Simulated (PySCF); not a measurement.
**TcSF₂: quartet, from a T-shaped (ligand arrangement 1) start**

Where does quartet TcSF₂ go from a T-shaped (ligand arrangement 1) start, is the end point a minimum, and what are its modes, charges and moments?

Program: PySCF 2.14.0. Level of theory: B3LYP, basis Tc def2-SVP with ECP28, S def2-SVP, F def2-SVP, scalar-relativistic core potentials, no spin–orbit coupling, density fitting. These are calculated values, not measurements.

## Step 1: Where the work starts

4 atoms, charge 0, spin multiplicity 4.

Bond lengths: Tc1–S2 2.140 Å, Tc1–F3 1.920 Å, Tc1–F4 1.920 Å. Angles: S2–Tc1–F3 88.0°, S2–Tc1–F4 176.0°, F3–Tc1–F4 88.0°.

```xyz
4
charge 0 multiplicity 4
Tc    0.1890    0.0000   -0.2377
S    -1.9497    0.0000   -0.1630
F     0.1890    0.0000    1.6823
F     2.1078    0.0000   -0.1707
```

## Step 2: T-shaped (ligand arrangement 1) start, quartet: relaxation

One driver script runs all steps and calls PySCF; scf.py shows how it sets up the SCF of each step. The optimiser is the driver's own. Before each start the driver seeks the lowest SCF state from one or more starting densities and follows internal instabilities, so scf.py alone need not reach the same state.

The program finds Cs symmetry in the start, which this walk keeps. The walk stops when the largest gradient is under 0.0003 Eh/bohr and the energy has settled too.

scf.py reads:

```python
from pyscf import gto, scf, dft
mol = gto.M(atom='''
Tc     0.189041     0.000000    -0.237678
S     -1.949659     0.000000    -0.162978
F      0.189041     0.000000     1.682322
F      2.107841     0.000000    -0.170678''',
    basis={'Tc': 'def2-SVP', 'S': 'def2-SVP', 'F': 'def2-SVP'},
    ecp={'Tc': 'def2-SVP'},
    charge=0, spin=3)
mf = dft.UKS(mol, xc='B3LYP')
mf.grids.atom_grid = (50, 194)
aux = {'Tc': 'def2-universal-JKFIT', 'S': 'def2-universal-JKFIT', 'F': 'def2-universal-JKFIT'}
mf = mf.density_fit(auxbasis=aux)
mf.kernel()
```

Energy and gradient, step by step:

```
step  energy (Eh)  change (kJ/mol)  largest symmetric gradient (Eh/bohr)
   0  -678.442268             0.00                               0.05450
   1  -678.453480           -29.44                               0.02308
   2  -678.462316           -52.64                               0.01768
   3  -678.467035           -65.03                               0.01768
   4  -678.470639           -74.49                               0.01245
   5  -678.471694           -77.26                               0.00628
   6  -678.471917           -77.85                               0.00159
   7  -678.471942           -77.91                               0.00067
   8  -678.471944           -77.91                               0.00066
   9  -678.471945           -77.92                               0.00013
```

The walk ran for 15 s (4 threads, shared host).

It settles in Cs symmetry, 77.9 kJ/mol below the start, after 9 steps: Tc–F 1.879 Å (×2), Tc–S 2.123 Å; F–Tc–F 90.3°, F–Tc–S 134.3°, F–Tc–S 135.4°.

## Step 3: Is it a minimum? Harmonic modes

The point is checked on the finer grid, and tightened if its gradient asks for it. The Hessian and the dipole derivatives come from central differences of analytic gradients, with steps of 0.01 bohr.

Changes to scf.py since step 2:

```diff
@@ -3,4 +3,4 @@
-Tc     0.189041     0.000000    -0.237678
-S     -1.949659     0.000000    -0.162978
-F      0.189041     0.000000     1.682322
-F      2.107841     0.000000    -0.170678''',
+Tc     0.092591     0.000000     0.046291
+S     -1.813219     0.000000    -0.889180
+F      0.691311     0.000000     1.826472
+F      1.870562     0.000000    -0.559898''',
@@ -11 +11 @@
-mf.grids.atom_grid = (50, 194)
+mf.grids.atom_grid = (75, 302)
```

This SCF starts from the last density.

Log of the central SCF (cycles and frontier levels):

```text
init E= -678.471986991851
[... the frontier-level lines of each cycle are left out ...]
cycle= 1 E= -678.4719869903  delta_E= 1.55e-09  |g|= 5.92e-05  |ddm|= 7.1e-05
cycle= 2 E= -678.471986974487  delta_E= 1.58e-08  |g|= 0.000178  |ddm|= 0.000221
cycle= 3 E= -678.471986991589  delta_E= -1.71e-08  |g|= 3.19e-05  |ddm|= 0.000184
cycle= 4 E= -678.471986992084  delta_E= -4.96e-10  |g|= 4.65e-07  |ddm|= 2.58e-05
cycle= 5 E= -678.471986992088  delta_E= -3.64e-12  |g|= 3.03e-07  |ddm|= 4.28e-06
Extra cycle  E= -678.471986992088  delta_E= -2.27e-13  |g|= 3.79e-07  |ddm|= 1.85e-06
converged SCF energy = -678.471986992088  <S^2> = 3.9378973  2S+1 = 4.0928705
```

The whole step took 50 s.

Geometry: Cs; Tc–F 1.878 Å (×2), Tc–S 2.123 Å; F–Tc–F 90.2°, F–Tc–S 134.7°, F–Tc–S 135.0°.

Wavenumbers (cm⁻¹): 778i, 98, 230, 466, 632, 677. These are not to be trusted: the point is only loosely found or the SCF state changes between the displacements.

## Step 4: Following the imaginary mode

The atoms are moved a little along the softest imaginary mode and relaxed again.

The program finds Cs symmetry in the start, which this walk keeps. Threshold on the gradient: 0.0003 Eh/bohr, with a further test on the energy change.

Changes to scf.py since step 3:

```diff
@@ -3,4 +3,4 @@
-Tc     0.092591     0.000000     0.046291
-S     -1.813219     0.000000    -0.889180
-F      0.691311     0.000000     1.826472
-F      1.870562     0.000000    -0.559898''',
+Tc     0.092992     0.074695     0.045934
+S     -1.810329    -0.088814    -0.894572
+F      0.691598    -0.119403     1.826346
+F      1.870849    -0.120000    -0.560025''',
@@ -11 +11 @@
-mf.grids.atom_grid = (75, 302)
+mf.grids.atom_grid = (50, 194)
```

The optimiser's trace:

```
step  energy (Eh)  change (kJ/mol)  largest symmetric gradient (Eh/bohr)
   0  -678.475241             0.00                               0.01482
   1  -678.481115           -15.42                               0.01308
   2  -678.490684           -40.54                               0.02535
   3  -678.499237           -63.00                               0.02242
   4  -678.502259           -70.94                               0.01749
   5  -678.503694           -74.70                               0.00794
   6  -678.504031           -75.59                               0.00157
   7  -678.504074           -75.70                               0.00089
   8  -678.504077           -75.71                               0.00023
   9  -678.504077           -75.71                               0.00001
```

The walk took 16 s.

End point (C2v, 9 steps, 75.7 kJ/mol gained): Tc–F 1.853 Å (×2), Tc–S 2.097 Å; F–Tc–F 134.7°, F–Tc–S 112.7° (×2).

## Step 5: Vibrations and properties at this point

The same treatment as at the point before.

Changes to scf.py since step 4:

```diff
@@ -3,4 +3,4 @@
-Tc     0.092992     0.074695     0.045934
-S     -1.810329    -0.088814    -0.894572
-F      0.691598    -0.119403     1.826346
-F      1.870849    -0.120000    -0.560025''',
+Tc     0.213509     0.004730     0.105507
+S     -1.665706    -0.036898    -0.823118
+F      0.091591     0.019209     1.954361
+F      1.608081     0.018442    -1.114458''',
@@ -11 +11 @@
-mf.grids.atom_grid = (50, 194)
+mf.grids.atom_grid = (75, 302)
```

SCF at the final geometry:

```text
init E= -678.503966167119
[... the frontier-level lines of each cycle are left out ...]
cycle= 1 E= -678.503966166077  delta_E= 1.04e-09  |g|= 4.45e-05  |ddm|= 5.42e-05
cycle= 2 E= -678.503966148073  delta_E= 1.8e-08  |g|= 0.000183  |ddm|= 0.000212
cycle= 3 E= -678.503966167227  delta_E= -1.92e-08  |g|= 3.08e-06  |ddm|= 0.00017
cycle= 4 E= -678.503966167233  delta_E= -5.68e-12  |g|= 1.06e-06  |ddm|= 2.97e-06
Extra cycle  E= -678.503966167232  delta_E= 6.82e-13  |g|= 1.72e-06  |ddm|= 4.12e-06
converged SCF energy = -678.503966167232  <S^2> = 3.778654  2S+1 = 4.0143014
```

The whole step took 28 s.

Geometry: C2v; Tc–F 1.853 Å (×2), Tc–S 2.097 Å; F–Tc–F 134.9°, F–Tc–S 112.5° (×2).

Harmonic modes (main isotopes):

```tsv
symmetry	ω (cm⁻¹)	IR (km/mol)	μ (u)
b1	142	13.5	28.57
b2	158	0.2	25.88
a1	180	2.9	21.62
a1	552	13.9	35.60
a1	657	92.6	20.57
b2	711	139	24.02
```

Every mode is real; the point is a minimum.

Properties at this point:

| Quantity | Value |
| --- | --- |
| Dipole moment | 0.28 D |
| Highest occupied level | -6.81 eV |
| Lowest empty level | -4.22 eV |
| Rotational constants | 0.1515, 0.1122, 0.06447 cm⁻¹ |
| Zero-point energy | 14.4 kJ/mol |
| Principal polarisabilities | 31.7, 39.4, 65.6 bohr³ |
| Atomisation energy without zero-point energy | 1358 kJ/mol |
| Principal traceless quadrupole moments about the centre of mass | -6.93, 1.62, 5.31 D Å |
| Entropy at 298.15 K and 1 bar (electronic part: spin only) | 327.7 J/(mol K) |
| Heat capacity Cp at 298.15 K | 68.9 J/(mol K) |
| Enthalpy at 298.15 K above 0 K | 15.97 kJ/mol |
| Rotational symmetry number | 2 |
| Spin squared ⟨S²⟩ | 3.779 |

Charges (e) and bond orders:

```tsv
atom	Mulliken	Löwdin	polar tensor	spin (Mulliken)	Mayer order to Tc1
Tc1	0.76	0.00	1.44	2.60	–
S2	-0.06	0.30	-0.32	0.25	2.28
F3,4	-0.35	-0.15	-0.56	0.07	0.99
```

Outer orbital energies (eV). α occupied: -12.21, -11.73, -10.24, -10.21, -8.54, -8.30, -7.99, -6.81; empty: -3.70, -3.07, -0.47, -0.12. β occupied: -13.00, -11.99, -11.98, -11.68, -11.52, -9.71, -8.57, -8.46; empty: -4.22, -3.64, -3.51, -2.81.

Mulliken populations on Tc1 (outside its core potential): s 2.42, p 6.45, d 5.34, f 0.03.

## Step 6: Results

| quantity | value |
| --- | --- |
| minimum | quartet, C2v |
| geometry | Tc–F 1.853 Å (×2), Tc–S 2.097 Å; F–Tc–F 134.9°, F–Tc–S 112.5° (×2) |
| wavenumbers (cm⁻¹) | 142 (b1), 158 (b2), 180 (a1), 552 (a1), 657 (a1), 711 (b2) |
| dipole moment | 0.28 D |
| highest occupied, lowest empty level (either spin) | -6.81, -4.22 eV |
| polar-tensor charge of Tc1 | +1.44 e |
| zero-point energy | 14.4 kJ/mol |
| entropy at 298.15 K | 327.7 J/(mol K) |
| atomisation energy (no zero-point energy) | 1358 kJ/mol |
| ⟨S²⟩ | 3.779 |

**Reading.** The T-shaped (ligand arrangement 1) start (Cs) ends in a minimum of C2v symmetry. The strongest infrared band lies at 711 cm⁻¹ (b2, stretch). Most of the spin sits on Tc1 (Mulliken spin 2.60, against 3 for the whole molecule). Only this shape and spin were tried, so other structures or states may lie lower. One determinant may miss the lowest occupation of an open d or f shell.

The search up to here ran for 2 min (4 threads, shared host).
